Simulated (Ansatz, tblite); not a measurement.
**Sn14H20 off sphere (Sn₁₄H₁₈Cl₂): one state, many levels**

The task here is to estimate one member of a computed series from the others.

Program: Ansatz 0.2.0, Gaussian basis. Level of theory: as each input shows. These are calculated values, not measurements.

The runs, in order: GFN1-xTB, GFN2-xTB, PBE-D4/def2-SVP, r2SCAN-D4/def2-SVP, r2SCAN0-D4/def2-SVP, LC-ωPBE/def2-SVP, B97M-V/def2-SVP, PBE0-D4/def2-TZVP, PBE-D4/def2-TZVP, MP2/def2-SVP, RPA/def2-SVP.

1 further run of the same task is left out (for a known fault of the program). Runs told in other sessions of the task aren't counted.

### The structure

The singlet was relaxed beforehand with r2SCAN-D4/def2-SVP.

34 atoms, charge 0, spin multiplicity 1.

Bond lengths: Sn1–Sn9 2.808 Å, Sn1–Sn10 2.805 Å, Sn1–H17 1.719 Å, Sn1–H18 1.719 Å, Sn2–Sn8 2.805 Å, Sn2–Sn11 2.805 Å, Sn2–Sn12 2.805 Å, Sn2–Cl15 2.402 Å, Sn3–Sn9 2.807 Å, Sn3–Sn11 2.808 Å, Sn3–Sn13 2.807 Å, Sn3–H19 1.727 Å, Sn4–Sn8 2.808 Å, Sn4–Sn9 2.807 Å, Sn4–Sn14 2.807 Å, Sn4–H20 1.727 Å, Sn5–Sn10 2.805 Å, Sn5–Sn14 2.808 Å and more. Angles: Sn9–Sn1–Sn10 107.1°, Sn9–Sn1–H17 110.5°, Sn9–Sn1–H18 110.5°, Sn10–Sn1–H17 110.3°, Sn10–Sn1–H18 110.2°, H17–Sn1–H18 108.3°, Sn8–Sn2–Sn11 111.3°, Sn8–Sn2–Sn12 111.2°, Sn8–Sn2–Cl15 107.6°, Sn11–Sn2–Sn12 111.3°, Sn11–Sn2–Cl15 107.7°, Sn12–Sn2–Cl15 107.6°, Sn9–Sn3–Sn11 110.4°, Sn9–Sn3–Sn13 109.0°, Sn9–Sn3–H19 108.8°, Sn11–Sn3–Sn13 110.2°, Sn11–Sn3–H19 109.5°, Sn13–Sn3–H19 108.8° and more.

Sn takes a core potential in the def2 sets. No spin-orbit coupling is included.

PBE0-D4/def2-SVP was run before; its log isn't repeated, and its numbers join the tables.

The first run:

Tight binding, by tblite at 300 K electronic temperature and without a spin-polarisation term:

```python
tblite.interface.Calculator('GFN1-xTB', numbers, positions, charge=0, uhf=0).singlepoint()
```

Tight binding, by tblite at 300 K electronic temperature and without a spin-polarisation term:

```python
tblite.interface.Calculator('GFN2-xTB', numbers, positions, charge=0, uhf=0).singlepoint()
```

start.molden holds the orbitals of an earlier run on this state, given as this run's starting guess.

Contents of in.yaml:

```yaml
crystal:
  periodic: [false, false, false]
  atoms:
    - {symbol: Sn, position_ang: [0.805579, -4.078540, 0.801220]}
    - {symbol: Sn, position_ang: [-2.385303, 2.389821, -2.389051]}
    - {symbol: Sn, position_ang: [0.795591, -0.804429, -2.433987]}
    - {symbol: Sn, position_ang: [-2.434814, -0.800955, 0.800521]}
    - {symbol: Sn, position_ang: [0.806467, -0.809382, 4.075615]}
    - {symbol: Sn, position_ang: [0.803999, 2.428231, 0.798684]}
    - {symbol: Sn, position_ang: [4.080473, -0.807430, 0.800261]}
    - {symbol: Sn, position_ang: [-4.078960, 0.810981, -0.806222]}
    - {symbol: Sn, position_ang: [-0.807345, -2.432587, -0.802654]}
    - {symbol: Sn, position_ang: [2.389495, -2.388800, 2.383001]}
    - {symbol: Sn, position_ang: [-0.805851, 0.808033, -4.082794]}
    - {symbol: Sn, position_ang: [-0.801918, 4.079362, -0.806582]}
    - {symbol: Sn, position_ang: [2.429595, 0.796979, -0.806943]}
    - {symbol: Sn, position_ang: [-0.800203, 0.799206, 2.428201]}
    - {symbol: Cl, position_ang: [-3.772522, 3.779737, -3.772602]}
    - {symbol: Cl, position_ang: [3.775936, -3.779725, 3.766337]}
    - {symbol: H, position_ang: [1.799827, -5.084181, -0.176157]}
    - {symbol: H, position_ang: [-0.165462, -5.086572, 1.799197]}
    - {symbol: H, position_ang: [1.800378, -1.812076, -3.412366]}
    - {symbol: H, position_ang: [-3.413937, -1.805768, 1.807300]}
    - {symbol: H, position_ang: [-0.167156, -1.808846, 5.079695]}
    - {symbol: H, position_ang: [1.801065, 0.163754, 5.085025]}
    - {symbol: H, position_ang: [1.812513, 3.403313, 1.805826]}
    - {symbol: H, position_ang: [5.088499, -1.802880, -0.173318]}
    - {symbol: H, position_ang: [5.085884, 0.169965, 1.794761]}
    - {symbol: H, position_ang: [-5.089298, -0.159943, -1.802007]}
    - {symbol: H, position_ang: [-5.082501, 1.810064, 0.168443]}
    - {symbol: H, position_ang: [-1.812923, -3.412477, -1.808010]}
    - {symbol: H, position_ang: [-1.802366, -0.161755, -5.093448]}
    - {symbol: H, position_ang: [0.172149, 1.804617, -5.085528]}
    - {symbol: H, position_ang: [0.172457, 5.087394, -1.801280]}
    - {symbol: H, position_ang: [-1.799374, 5.084705, 0.167847]}
    - {symbol: H, position_ang: [3.405960, 1.802282, -1.816018]}
    - {symbol: H, position_ang: [-1.803433, 1.806400, 3.408533]}
basis:
  gaussian: {orbitals: def2-SVP, fitting: {mean_field: def2-universal-jkfit}, initial_orbitals: start.molden}
hamiltonian: {xc: pbe, dispersion: d4}
scf: {omitted_lower_state_checks: [starts]}
output: {orbitals: {seedname: orbitals}}
```

On the command line:

```
$ ansatz run in.yaml --threads 2 --pin off --events-out ev --progress --plain --max-ram 32768MiB --backend cuda --devices 0, --max-vram 18GiB
```

Among the steps run: PBE-D4/def2-SVP; r2SCAN-D4/def2-SVP; r2SCAN0-D4/def2-SVP; LC-ωPBE/def2-SVP; B97M-V/def2-SVP; PBE0-D4/def2-TZVP; PBE-D4/def2-TZVP; MP2/def2-SVP; RPA/def2-SVP.

One table of the session follows, with a row left open; its other results are not shown here.

It belongs to the step «Binding energy». 

| level | binding an atom (eV) |
| --- | --- |
| HF/def2-SVP | 1.644 |
| PBE-D4/def2-SVP | 2.490 |
| PBE-D4/def2-TZVP | 2.501 |
| r2SCAN-D4/def2-SVP | 2.484 |
| B97M-V/def2-SVP | 2.551 |
| PBE0-D4/def2-SVP | 2.481 |
| PBE0-D4/def2-TZVP | 2.497 |
| r2SCAN0-D4/def2-SVP | 2.465 |
| LC-ωPBE/def2-SVP | 2.414 |
| MP2/def2-SVP | ? |

Q: Estimate the row for MP2/def2-SVP from the others.

As computed: binding an atom (eV): 2.290. In the column «binding an atom (eV)» it lies between HF/def2-SVP (1.644) and LC-ωPBE/def2-SVP (2.414).

Caveats from the session: Free atoms were run apart at each level; binding is atoms less cluster, divided by the number of atoms, without zero-point or spin-orbit terms.
